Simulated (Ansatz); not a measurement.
# C₃H₆ClIn: up Jacob's ladder to CCSD(T)

An exercise on one series of results from a longer session: the logs are not shown, and one member is left open.

Computed with Ansatz 0.2.0, Gaussian basis. Level: functionals in def2-TZVPP, the program's frozen cores in correlated methods.

Plan: LDA (SPW92), PBE-D4, revPBE-D4, BLYP-D4, r2SCAN-D4, B97M-V, PBE0-D4, B3LYP-D4, r2SCANh-D4, r2SCAN0-D4, HSE06-D4, BHLYP-D4, CAM-B3LYP-D4, LC-ωPBE, ωB97X-V, ωB97M-V, B2PLYP, PBE-QIDH; CCSD(T)/def2-SVP; CCSD(T)/def2-TZVPP; MP2/def2-QZVPP; extrapolation to the limit; RPA on PBE.

3 further runs of the same task are left out: 3 for a known fault of the program. Runs told in other sessions of the task aren't counted.

## The geometry

An earlier PBE0-D4 in a triple-zeta def2 set relaxation fixed the geometry. In takes the def2 core potential; no spin-orbit term is included.

SMILES `C=[CH][In]([CH3])[Cl]`, 11 atoms, charge 0, spin multiplicity 1.

Atoms are counted from 1 here; the program's logs count them from 0.

Bond lengths: C1–C2 1.330 Å, C1–H6 1.087 Å, C1–H7 1.089 Å, C2–In3 2.118 Å, C2–H8 1.088 Å, In3–C4 2.131 Å, In3–Cl5 2.370 Å, C4–H9 1.091 Å, C4–H10 1.091 Å, C4–H11 1.089 Å. Angles: C2–C1–H6 121.9°, C2–C1–H7 121.8°, H6–C1–H7 116.2°, C1–C2–In3 120.2°, C1–C2–H8 119.0°, In3–C2–H8 120.8°, C2–In3–C4 140.7°, C2–In3–Cl5 107.9°, C4–In3–Cl5 111.4°, In3–C4–H9 108.7°, In3–C4–H10 108.7°, In3–C4–H11 112.0°, H9–C4–H10 108.3°, H9–C4–H11 109.6°, H10–C4–H11 109.6°.

The first run:

in.yaml reads:

```yaml
crystal:
  periodic: [false, false, false]
  atoms:
    - {symbol: C, position_ang: [0.039615, 2.498020, 0.604106]}
    - {symbol: C, position_ang: [0.348649, 1.254125, 0.958945]}
    - {symbol: In, position_ang: [-0.121975, -0.367280, -0.320314]}
    - {symbol: C, position_ang: [0.048985, -2.488499, -0.425383]}
    - {symbol: Cl, position_ang: [-1.181480, 0.511650, -2.249131]}
    - {symbol: H, position_ang: [-0.455761, 2.721297, -0.337125]}
    - {symbol: H, position_ang: [0.268976, 3.350679, 1.240757]}
    - {symbol: H, position_ang: [0.844379, 1.085286, 1.912211]}
    - {symbol: H, position_ang: [-0.950192, -2.914593, -0.524810]}
    - {symbol: H, position_ang: [0.622472, -2.748582, -1.315966]}
    - {symbol: H, position_ang: [0.536322, -2.902102, 0.456709]}
basis:
  gaussian: {orbitals: def2-TZVPP}
hamiltonian: {xc: lda}
output: {orbitals: {seedname: orbitals}}
```

Launch:

```bash
$ ansatz run in.yaml --threads 4 --pin off --events-out ev --progress --plain --max-ram 10444MiB
```

Among the steps run: LDA; PBE-D4 (GGA); revPBE-D4 (GGA); BLYP-D4 (GGA); r2SCAN-D4 (meta-GGA); B97M-V (meta-GGA); B3LYP-D4 (hybrid); r2SCANh-D4 (hybrid); r2SCAN0-D4 (hybrid); HSE06-D4 (hybrid); BHLYP-D4 (hybrid); CAM-B3LYP-D4 (range-separated); LC-ωPBE (range-separated); ωB97X-V (range-separated); ωB97M-V (range-separated); B2PLYP (double hybrid); PBE-QIDH (double hybrid).

One table of the session follows, with a row left open; its other results are not shown here.

It belongs to the step «Orbital energies across the functionals». 

```
  functional  HOMO (eV)  LUMO (eV)  gap (eV)
 LDA (SPW92)      -6.63      -2.63      4.01
      PBE-D4      -6.47      -2.35      4.11
   revPBE-D4      -6.40      -2.24      4.17
     BLYP-D4      -6.31      -2.28      4.04
   r2SCAN-D4      -6.74      -2.16      4.57
      B97M-V          ?          ?         ?
     PBE0-D4      -7.70      -1.57      6.14
    B3LYP-D4      -7.47      -1.82      5.65
  r2SCANh-D4      -7.19      -1.88      5.32
  r2SCAN0-D4      -7.88      -1.46      6.42
    HSE06-D4      -7.31      -1.93      5.38
    BHLYP-D4      -8.80      -0.82      7.98
CAM-B3LYP-D4      -9.01      -0.69      8.32
     LC-ωPBE     -10.36       0.42     10.78
     ωB97X-V     -10.00       0.29     10.29
     ωB97M-V      -9.86       0.06      9.92
```

Q: Estimate the row for B97M-V from the others.

The run gave: HOMO (eV): -6.80; LUMO (eV): -2.28; gap (eV): 4.53. In the column «HOMO (eV)» it lies between r2SCANh-D4 (-7.19) and r2SCAN-D4 (-6.74).
